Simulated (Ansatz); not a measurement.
# Bi2Se3 (Bi2Te3 type): zero-pressure volume and bulk modulus with r²SCAN + D3(BJ)-ATM

An exercise on one series of results from a longer session: the logs are not shown, and one member is left open.

Method: DFT r²SCAN + D3(BJ)-ATM, scalar-relativistic, plane waves, PAW, in Ansatz 0.2.0.

2 further runs of the same task are left out: 1 that didn't finish, 1 set aside as unsound or not needed. Runs told in other sessions of the task aren't counted.

### The structure to begin with

It takes space group R-3m (No. 166, trigonal). Conventional cell: a = 4.150 Å, b = 4.150 Å, c = 28.545 Å, α = 90.00°, β = 90.00°, γ = 120.00°. Bi (site symmetry 3m) has 6 Se at 2.87 to 3.07 Å in its first shell of neighbours. Around Se (site symmetry -3m) lie 6 Bi at 3.07 Å. Se (site symmetry 3m) is surrounded by 3 Bi at 2.87 Å.

As a file:

```
Bi Se
1.0
     2.07479    1.19788    9.51505
    -2.07479    1.19788    9.51505
     0.00000   -2.39577    9.51505
Bi Se
2 3
Direct
  0.40074 0.40074 0.40074
  0.59926 0.59926 0.59926
  0.00000 0.00000 0.00000
  0.21076 0.21076 0.21076
  0.78924 0.78924 0.78924
```

At PBE, an earlier run found 2.05 GPa for this cell of 28.378 Å³/atom (6×6×6 mesh), gap on the mesh 0.18 eV.

The first run:

input.yaml

```yaml
crystal:
  lattice:
    - [2.0747946589, 1.1978832548, 9.5150466749]
    - [-2.0747946589, 1.1978832548, 9.5150466749]
    - [0.0, -2.3957665097, 9.5150466749]
  atoms:
    - { symbol: Bi, position: [0.4007448929, 0.4007448929, 0.4007448929] }
    - { symbol: Bi, position: [0.5992551071, 0.5992551071, 0.5992551071] }
    - { symbol: Se, position: [0.0, 0.0, 0.0] }
    - { symbol: Se, position: [0.2107583381, 0.2107583381, 0.2107583381] }
    - { symbol: Se, position: [0.7892416619, 0.7892416619, 0.7892416619] }
basis:
  ecutwfc: 500
  ecutrho_ratio: 4
kpoints:
  mp_grid: { grid: [6, 6, 6] }
hamiltonian:
  xc: r2scan
  dispersion: d3bjatm
scf:
  occupations: { method: gaussian, width: 0.05 }
output:
  forces: true
  stress: true
  eigenvalues: true
relax:
  f_tol: 0.02
  max_steps: 40
  cell: { stress_tol: 0.2, fix: [volume] }
```

The run is started by

```sh
$ ansatz run input.yaml --threads 4 --pin off --max-ram 8192MiB --backend cpu --events-out ev --progress --plain --runs-dir out
```

Steps of the session up to this table: At the given cell; Stepping to 28.551 Å³/atom; Stepping to 29.346 Å³/atom; Stepping to 29.210 Å³/atom; Volume × 0.98 of the new zero; Volume × 1.02 of the new zero; Volume × 0.96 of the new zero; Volume × 1.04 of the new zero.

One table of the session follows, with a row left open; its other results are not shown here.

It belongs to the step «Energy and pressure against volume». 

| volume (Å³/atom) | energy (meV/atom) | pressure (GPa) |
| --- | --- | --- |
| 28.042 | 4.93 | 1.48 |
| 28.626 | 1.13 | 0.66 |
| 29.210 | 0.00 | 0.00 |
| 29.795 | ? | ? |
| 30.379 | 3.43 | -0.89 |

**Question.** Estimate the row for volume (Å³/atom) = 29.795.

Worked estimate for «energy (meV/atom)». A straight line through the neighbours (29.210, 0.00) and (30.379, 3.43) gives 0.00 + (3.43 − 0.00) × (29.795 − 29.210) / (30.379 − 29.210) = 1.72; a parabola fitted to 3 rows on both sides gives 0.77.

**Answer.** energy (meV/atom): 0.97; pressure (GPa): -0.54. In «energy (meV/atom)» the line misses by +0.75 and the parabola by -0.20.
